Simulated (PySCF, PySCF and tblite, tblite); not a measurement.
# C2H3F3GeO2: a path driven as rotation about a bond, and NMR exchange, part 2 of 2

PySCF and tblite. Atoms count from 0. Earlier steps stand in the parts before.

## 10. Shieldings, start: revPBE/pcSseg-1 in chloroform

The job: settings as JSON, then the geometry in Å.

```
{"job": {"kind": "nmr", "xc": "revPBE", "basis": "pcSseg-1", "solvent": "chloroform", "pop": false}, "charge": 0, "multiplicity": 1}
O      0.115890    -1.456843     0.114564
C      0.453506    -0.309345     0.003751
O     -0.348840     0.695314    -0.045524
Ge    -2.107256     0.095699     0.081260
C      1.939749     0.115120    -0.096359
F      2.265843     0.944600     0.902043
F      2.767392    -0.925032    -0.043552
F      2.173300     0.762307    -1.244303
H     -2.194101    -0.572129     1.411443
H     -2.302640    -0.784089    -1.106452
H     -2.757419     1.437070    -0.002834
```

What it wrote:

```text
coarse grid: 51456 points
cycle   1  E = -2604.0881061347  dE =  8.274e-01  |g| = 1.708e+00  |ddm| = 3.251e+00
cycle   2  E = -2602.7678576087  dE =  1.320e+00  |g| = 3.220e+00  |ddm| = 2.794e+00
cycle   3  E = -2604.3733551348  dE = -1.605e+00  |g| = 6.537e-01  |ddm| = 2.273e+00
cycle   4  E = -2604.4300654826  dE = -5.671e-02  |g| = 3.151e-01  |ddm| = 5.182e-01
cycle   5  E = -2604.4437993330  dE = -1.373e-02  |g| = 1.500e-01  |ddm| = 2.383e-01
cycle   6  E = -2604.4474687500  dE = -3.669e-03  |g| = 1.833e-02  |ddm| = 9.317e-02
cycle   7  E = -2604.4475215778  dE = -5.283e-05  |g| = 7.140e-03  |ddm| = 1.527e-02
cycle   8  E = -2604.4475301420  dE = -8.564e-06  |g| = 1.656e-03  |ddm| = 4.163e-03
final grid: 108800 points
cycle   9  E = -2604.4475401005  dE =  9.989e-07  |g| = 3.177e-03  |ddm| = 3.406e-03
cycle  10  E = -2604.4475330693  dE =  7.031e-06  |g| = 7.208e-03  |ddm| = 5.567e-03
cycle  11  E = -2604.4475411977  dE = -8.128e-06  |g| = 1.518e-03  |ddm| = 4.328e-03
cycle  12  E = -2604.4475415996  dE = -4.019e-07  |g| = 1.105e-04  |ddm| = 9.126e-04
cycle  13  E = -2604.4475416017  dE = -2.135e-09  |g| = 2.955e-05  |ddm| = 8.940e-05
cycle  14  E = -2604.4475416018  dE = -9.732e-11  |g| = 6.364e-06  |ddm| = 1.697e-05
converged SCF energy = -2604.4475416018

GIAO shielding tensors (ppm)
atom      isotropic    diamagn.    paramagn.     s11        s22        s33       span
  0 O      -78.589     403.636    -482.225   -264.946   -220.257    249.435    514.381
  1 C       19.642     254.793    -235.152    -63.974     52.798     70.100    134.074
  2 O      113.047     404.629    -291.583    -43.695    185.496    197.340    241.035
  3 Ge    1362.672    2756.076   -1393.404   1254.508   1307.415   1526.093    271.585
  4 C       54.834     242.737    -187.903     38.157     52.242     74.104     35.947
  5 F      241.349     472.473    -231.124    162.624    230.563    330.861    168.237
  6 F      252.805     468.538    -215.733    179.732    246.505    332.178    152.446
  7 F      241.363     472.455    -231.093    162.641    230.591    330.857    168.216
  8 H       26.385      28.824      -2.439     19.632     22.543     36.979     17.347
  9 H       26.383      28.819      -2.436     19.629     22.545     36.974     17.345
 10 H       26.789      28.705      -1.916     20.125     22.535     37.708     17.584
```

It took 16 s on 1 thread of AMD EPYC 7B13, shared host; peak memory 0.75 GiB.

In short: HOMO -7.14 eV, LUMO -1.72 eV; dipole 3.82 D.

## 11. Single-point energy, saddle of leg 1: revPBE/pcSseg-1 in chloroform

The job: settings as JSON, then the geometry in Å.

```
{"job": {"kind": "sp", "xc": "revPBE", "basis": "pcSseg-1", "solvent": "chloroform", "pop": false}, "charge": 0, "multiplicity": 1}
O      0.578620    -1.646936    -1.247432
C      0.538966    -0.569325    -0.743745
O     -0.438287     0.292686    -0.789126
Ge    -1.922882     0.324731     0.231679
C      1.715515    -0.002845     0.110850
F      1.213124     0.358415     1.313502
F      2.684823    -0.883100     0.328185
F      2.257237     1.090766    -0.429339
H     -1.468094     0.711496     1.605641
H     -2.503951    -1.054823     0.146271
H     -2.655072     1.378934    -0.526485
```

What it wrote:

```text
coarse grid: 51456 points
cycle   1  E = -2604.0637217980  dE =  8.311e-01  |g| = 1.728e+00  |ddm| = 3.215e+00
cycle   2  E = -2602.5163194638  dE =  1.547e+00  |g| = 3.400e+00  |ddm| = 3.079e+00
cycle   3  E = -2604.3615038884  dE = -1.845e+00  |g| = 6.556e-01  |ddm| = 2.595e+00
cycle   4  E = -2604.4183313670  dE = -5.683e-02  |g| = 3.142e-01  |ddm| = 5.318e-01
cycle   5  E = -2604.4313077293  dE = -1.298e-02  |g| = 1.562e-01  |ddm| = 2.516e-01
cycle   6  E = -2604.4353343135  dE = -4.027e-03  |g| = 2.191e-02  |ddm| = 1.038e-01
cycle   7  E = -2604.4354112379  dE = -7.692e-05  |g| = 8.234e-03  |ddm| = 1.898e-02
cycle   8  E = -2604.4354228186  dE = -1.158e-05  |g| = 1.950e-03  |ddm| = 4.604e-03
cycle   9  E = -2604.4354233004  dE = -4.818e-07  |g| = 6.034e-04  |ddm| = 1.462e-03
final grid: 108800 points
cycle  10  E = -2604.4353785890  dE =  4.291e-08  |g| = 1.034e-03  |ddm| = 2.110e-03
cycle  11  E = -2604.4353777049  dE =  8.841e-07  |g| = 2.447e-03  |ddm| = 2.275e-03
cycle  12  E = -2604.4353787416  dE = -1.037e-06  |g| = 4.267e-04  |ddm| = 1.641e-03
cycle  13  E = -2604.4353787741  dE = -3.257e-08  |g| = 5.767e-05  |ddm| = 2.789e-04
cycle  14  E = -2604.4353787747  dE = -5.571e-10  |g| = 7.457e-06  |ddm| = 3.589e-05
converged SCF energy = -2604.4353787747
```

Wall time 7.8 s (1 thread of AMD EPYC 7B13, shared host); peak memory 0.66 GiB.

Key values: HOMO -7.01 eV, LUMO -2.04 eV; dipole 4.37 D.

## 12. Shieldings, end: revPBE/pcSseg-1 in chloroform

The job: settings as JSON, then the geometry in Å.

```
{"job": {"kind": "nmr", "xc": "revPBE", "basis": "pcSseg-1", "solvent": "chloroform", "pop": false}, "charge": 0, "multiplicity": 1}
O      1.277883    -1.929175    -1.093682
C      0.670248    -1.021986    -0.617255
O     -0.614960    -0.873375    -0.611776
Ge    -1.698089     0.343980     0.225391
C      1.415344     0.169276     0.067497
F      0.861363     0.428880     1.278107
F      2.707932    -0.031082     0.244853
F      1.253778     1.293562    -0.651025
H     -1.738623    -0.100427     1.651327
H     -2.923911     0.019152    -0.559971
H     -1.173835     1.725470     0.003227
```

What it wrote:

```text
coarse grid: 51456 points
cycle   1  E = -2604.0632445461  dE =  8.417e-01  |g| = 1.728e+00  |ddm| = 3.217e+00
cycle   2  E = -2602.3145904253  dE =  1.749e+00  |g| = 3.530e+00  |ddm| = 3.390e+00
cycle   3  E = -2604.3508302154  dE = -2.036e+00  |g| = 7.049e-01  |ddm| = 2.939e+00
cycle   4  E = -2604.4158077313  dE = -6.498e-02  |g| = 3.501e-01  |ddm| = 6.087e-01
cycle   5  E = -2604.4318949024  dE = -1.609e-02  |g| = 1.782e-01  |ddm| = 2.886e-01
cycle   6  E = -2604.4371671137  dE = -5.272e-03  |g| = 2.746e-02  |ddm| = 1.187e-01
cycle   7  E = -2604.4372894732  dE = -1.224e-04  |g| = 1.083e-02  |ddm| = 2.328e-02
cycle   8  E = -2604.4373086682  dE = -1.920e-05  |g| = 2.355e-03  |ddm| = 6.018e-03
cycle   9  E = -2604.4373094389  dE = -7.707e-07  |g| = 7.351e-04  |ddm| = 2.084e-03
final grid: 108800 points
cycle  10  E = -2604.4371755851  dE =  1.051e-07  |g| = 1.211e-03  |ddm| = 1.995e-03
cycle  11  E = -2604.4371746234  dE =  9.617e-07  |g| = 2.643e-03  |ddm| = 2.669e-03
cycle  12  E = -2604.4371757862  dE = -1.163e-06  |g| = 5.604e-04  |ddm| = 1.901e-03
cycle  13  E = -2604.4371758442  dE = -5.798e-08  |g| = 7.311e-05  |ddm| = 3.493e-04
cycle  14  E = -2604.4371758451  dE = -8.831e-10  |g| = 9.005e-06  |ddm| = 4.951e-05
converged SCF energy = -2604.4371758451

GIAO shielding tensors (ppm)
atom      isotropic    diamagn.    paramagn.     s11        s22        s33       span
  0 O      -74.121     397.974    -472.095   -317.629   -201.455    296.723    614.352
  1 C       26.619     248.579    -221.960    -62.167     60.534     81.490    143.656
  2 O      148.147     404.925    -256.778    -33.356    200.530    277.268    310.624
  3 Ge    1326.052    2755.893   -1429.842   1220.012   1233.674   1524.469    304.457
  4 C       55.341     247.130    -191.789     38.105     50.649     77.269     39.164
  5 F      233.671     477.623    -243.952    152.828    235.511    312.673    159.845
  6 F      256.705     468.531    -211.826    183.472    259.730    326.912    143.439
  7 F      237.670     475.556    -237.886    160.988    232.435    319.587    158.599
  8 H       26.228      28.789      -2.561     19.669     22.582     36.432     16.763
  9 H       26.494      28.239      -1.745     19.251     22.394     37.837     18.586
 10 H       25.889      29.069      -3.180     18.655     24.149     34.863     16.208
```

Wall time 15 s (1 thread of AMD EPYC 7B13, shared host); peak memory 0.77 GiB.

Key values: HOMO -6.96 eV, LUMO -1.68 eV; dipole 4.81 D.

## 13. Second level: revPBE/pcSseg-1 + D3(BJ), IEF-PCM chloroform

The job: settings as JSON, then the geometry in Å.

```
{"job": {"smiles": "O=C([O][GeH3])C(F)(F)F", "charge": 0, "mult": 1, "motion": "rotation", "what": "ester", "atoms": [1, 2], "drives": [{"terms": [["t", [0, 1, 2, 3], 0.5], ["t", [4, 1, 2, 3], 0.5]], "by": 180, "n": 12}], "study": "path", "level": {"kind": "nmr", "xc": "revPBE", "basis": "pcSseg-1", "wide": true, "solvent": "chloroform"}, "fields": [100, 270, 600], "first": 1, "seed": 784, "kind": "pathvar"}, "charge": 0, "multiplicity": 1}
O      0.115890    -1.456843     0.114564
C      0.453506    -0.309345     0.003751
O     -0.348840     0.695314    -0.045524
Ge    -2.107256     0.095699     0.081260
C      1.939749     0.115120    -0.096359
F      2.265843     0.944600     0.902043
F      2.767392    -0.925032    -0.043552
F      2.173300     0.762307    -1.244303
H     -2.194101    -0.572129     1.411443
H     -2.302640    -0.784089    -1.106452
H     -2.757419     1.437070    -0.002834
```

What it wrote:

```text
stationary points (kcal/mol above the start)
  n  kind          group   xTB      DFT    lowest mode
  0  minimum      Cs       0.00     0.00      22.5
  1  saddle       C1       6.87     7.43     -55.0
  2  minimum      C1       1.02     5.54      69.3

GFN2-xTB energies: T/K, barrier G, reaction G (kcal/mol), k forward, k back (1/s)
 150.00     6.31     1.22   3.99e+03   1.18e+05
 200.00     6.38     1.28   8.83e+05   1.12e+07
 250.00     6.47     1.34   2.28e+07    1.7e+08
 298.15     6.58     1.39   1.87e+08   9.82e+08
 350.00     6.70     1.44   9.52e+08   3.77e+09
 400.00     6.84     1.48   3.07e+09   9.85e+09
 500.00     7.13     1.54   1.59e+10   3.75e+10

revPBE/pcSseg-1 + D3(BJ) energies: T/K, barrier G, reaction G (kcal/mol), k forward, k back (1/s)
 150.00     7.34     6.37        127   1.23e+11
 200.00     7.41     6.44   6.65e+04   3.63e+11
 250.00     7.50     6.50   2.88e+06   6.92e+11
 298.15     7.61     6.55   3.31e+07   1.04e+12
 350.00     7.73     6.59   2.17e+08   1.43e+12
 400.00     7.86     6.63   8.43e+08   1.78e+12
 500.00     8.16     6.70   5.66e+09   2.39e+12

revPBE/pcSseg-1 + D3(BJ), IEF-PCM chloroform energies: T/K, barrier G, reaction G (kcal/mol), k forward, k back (1/s)
 150.00     6.87     5.74        614   7.12e+10
 200.00     6.94     5.81   2.17e+05   2.41e+11
 250.00     7.03     5.87   7.42e+06   4.99e+11
 298.15     7.14     5.92   7.31e+07   7.94e+11
 350.00     7.26     5.96   4.27e+08   1.13e+12
 400.00     7.39     6.00   1.52e+09   1.45e+12
 500.00     7.69     6.06   9.07e+09   2.03e+12
```

Run time: 2.4 min. Hardware: 1 thread of AMD EPYC 7B13, shared host; peak memory 0.77 GiB. This counts the runs that the step sums up.

Barriers by level (kcal/mol; entropies in cal/(mol K)). Zero-point and thermal terms come from xTB in every row. ΔG‡ leaves symmetry out; the rate counts equivalent paths (a factor of 2); effective ΔG‡, where given, is the barrier that would give that rate by Eyring's equation alone:

| level | ΔE‡ | with zero-point | ΔH‡ | ΔS‡ | ΔG‡ (298 K) | ΔE of reaction | k at 298 K (1/s) | effective ΔG‡ |
| --- | --- | --- | --- | --- | --- | --- | --- | --- |
| GFN2-xTB | 6.87 | 6.23 | 5.91 | -2.2 | 6.58 | 1.02 | 1.9e+08 | 6.17 |
| revPBE/pcSseg-1 + D3(BJ) | 7.90 | 7.26 | 6.94 | -2.2 | 7.61 | 6.18 | 3.3e+07 | 7.19 |
| revPBE/pcSseg-1 + D3(BJ), IEF-PCM chloroform | 7.43 | 6.79 | 6.47 | -2.2 | 7.14 | 5.54 | 7.3e+07 | 6.72 |

## 14. Outcome

What follows sums up all 2 parts.

| quantity | value |
| --- | --- |
| barrier (revPBE/pcSseg-1 + D3(BJ)) | ΔE‡ 7.9, ΔG‡(298 K) 7.6 kcal/mol |
| barrier (GFN2-xTB) | ΔE‡ 6.9 kcal/mol |
| rate at 298 K | 3.3e+07 s⁻¹ |
| end of the path | 6.2 kcal/mol from the start |

The barrier is 7.9 kcal/mol at the DFT level (xTB: 6.9); with thermal terms and the count of paths the DFT value gives a rate of 3.3e+07 s⁻¹ at 298 K. An error of 1.4 kcal/mol changes that rate tenfold. revPBE/pcSseg-1 + D3(BJ), IEF-PCM chloroform moves the barrier from 7.9 to 7.4 kcal/mol.
